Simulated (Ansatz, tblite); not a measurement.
**The cluster Zn10S9Cl2: one state, many levels**

The task here is to estimate one member of a computed series from the others.

The runs use Ansatz 0.2.0, Gaussian basis; as each input shows.

The runs, in order: GFN1-xTB, GFN2-xTB, PBE-D4/def2-TZVP, r2SCAN-D4/def2-TZVP, B97M-V/def2-TZVP, PBE-D4/def2-SVP, PBE0-D4/def2-SVP, HF/STO-3G, MP2/def2-SVP.

2 further runs of the same task are left out: 2 set aside as unsound or not needed. Runs told in other sessions of the task aren't counted.

## The relaxed structure

The singlet was relaxed beforehand with PBE-D4/def2-SVP, loosely relaxed.

21 atoms, charge 0, spin multiplicity 1.

Bond lengths: Cl1–Zn13 2.308 Å, Cl1–Zn14 2.439 Å, Cl2–Zn14 2.325 Å, Cl2–Zn17 2.322 Å, S3–Zn12 2.399 Å, S3–Zn13 2.340 Å, S3–Zn14 2.309 Å, S4–Zn12 2.357 Å, S4–Zn15 2.282 Å, S4–Zn19 2.311 Å, S5–Zn15 2.264 Å, S5–Zn17 2.359 Å, S5–Zn21 2.362 Å, S6–Zn12 2.414 Å, S6–Zn13 2.266 Å, S6–Zn16 2.293 Å, S7–Zn12 2.696 Å, S7–Zn14 2.396 Å and more. Angles: Zn13–Cl1–Zn14 69.7°, Zn14–Cl2–Zn17 86.6°, Zn12–S3–Zn13 70.6°, Zn12–S3–Zn14 89.0°, Zn13–S3–Zn14 71.5°, Zn12–S4–Zn15 84.6°, Zn12–S4–Zn19 91.0°, Zn15–S4–Zn19 78.5°, Zn15–S5–Zn17 82.2°, Zn15–S5–Zn21 79.1°, Zn17–S5–Zn21 70.0°, Zn12–S6–Zn13 71.6°, Zn12–S6–Zn16 86.4°, Zn13–S6–Zn16 102.8°, Zn12–S7–Zn14 80.5°, Zn12–S7–Zn15 74.6°, Zn12–S7–Zn17 135.5°, Zn12–S7–Zn18 147.8° and more.

PBE0-D4/def2-TZVP was run before; its log isn't repeated, and its numbers join the tables.

The first run:

Tight binding, by tblite at 300 K electronic temperature and without a spin-polarisation term:

```python
tblite.interface.Calculator('GFN1-xTB', numbers, positions, charge=0, uhf=0).singlepoint()
```

Tight binding, by tblite at 300 K electronic temperature and without a spin-polarisation term:

```python
tblite.interface.Calculator('GFN2-xTB', numbers, positions, charge=0, uhf=0).singlepoint()
```

start.molden holds the orbitals of an earlier run on this state, given as this run's starting guess.

in.yaml

```yaml
crystal:
  periodic: [false, false, false]
  atoms:
    - {symbol: Cl, position_ang: [0.554748, -3.862489, -1.178241]}
    - {symbol: Cl, position_ang: [-1.426638, -3.198825, 2.170460]}
    - {symbol: S, position_ang: [-2.604462, -2.137996, -1.832603]}
    - {symbol: S, position_ang: [-2.405576, 2.007342, -1.078964]}
    - {symbol: S, position_ang: [-1.955251, 0.790025, 3.157197]}
    - {symbol: S, position_ang: [0.217186, -0.426431, -3.591072]}
    - {symbol: S, position_ang: [-0.096069, -0.462479, 0.147989]}
    - {symbol: S, position_ang: [0.886848, 3.148480, 1.396327]}
    - {symbol: S, position_ang: [3.434576, 0.206639, -0.470624]}
    - {symbol: S, position_ang: [1.551317, -0.451137, 3.405636]}
    - {symbol: S, position_ang: [1.493157, 2.831331, -2.164869]}
    - {symbol: Zn, position_ang: [-1.583744, 0.021804, -2.047804]}
    - {symbol: Zn, position_ang: [-0.428407, -2.386976, -2.656080]}
    - {symbol: Zn, position_ang: [-1.194285, -2.582143, -0.059003]}
    - {symbol: Zn, position_ang: [-1.918113, 0.985714, 0.902383]}
    - {symbol: Zn, position_ang: [1.607270, 0.462713, -1.999284]}
    - {symbol: Zn, position_ang: [-0.607733, -1.090118, 2.696060]}
    - {symbol: Zn, position_ang: [2.030692, -0.354896, 1.197134]}
    - {symbol: Zn, position_ang: [-0.254224, 2.757281, -0.690263]}
    - {symbol: Zn, position_ang: [2.419286, 2.274784, -0.108122]}
    - {symbol: Zn, position_ang: [0.279432, 1.467398, 2.803753]}
basis:
  gaussian: {orbitals: def2-TZVP, fitting: {mean_field: def2-universal-jkfit}, initial_orbitals: start.molden}
hamiltonian: {xc: pbe, dispersion: d4}
scf: {omitted_lower_state_checks: [starts]}
output: {forces: true, orbitals: {seedname: orbitals}}
```

Launch:

```
$ ansatz run in.yaml --threads 5 --pin off --events-out ev --progress --plain --max-ram 66560MiB --backend cuda --devices 0, --max-vram 37GiB
```

Steps of the session up to this table: PBE-D4/def2-TZVP; r2SCAN-D4/def2-TZVP; B97M-V/def2-TZVP; PBE-D4/def2-SVP; PBE0-D4/def2-SVP; HF/STO-3G; MP2/def2-SVP.

One table of the session follows, with a row left open; its other results are not shown here.

It belongs to the step «Binding energy». 

| level | binding an atom (eV) |
| --- | --- |
| HF/STO-3G | 2.103 |
| HF/def2-SVP | 1.875 |
| PBE-D4/def2-SVP | 2.950 |
| PBE-D4/def2-TZVP | 2.731 |
| r2SCAN-D4/def2-TZVP | 2.818 |
| B97M-V/def2-TZVP | 2.671 |
| PBE0-D4/def2-SVP | 2.926 |
| PBE0-D4/def2-TZVP | ? |
| MP2/def2-SVP | 2.644 |

Q: Estimate the row for PBE0-D4/def2-TZVP from the others.

The run gave: binding an atom (eV): 2.754. In the column «binding an atom (eV)» it lies between PBE-D4/def2-TZVP (2.731) and r2SCAN-D4/def2-TZVP (2.818).

To keep in mind: Free atoms were run apart at each level; binding is atoms less cluster, divided by the number of atoms, without zero-point or spin-orbit terms.
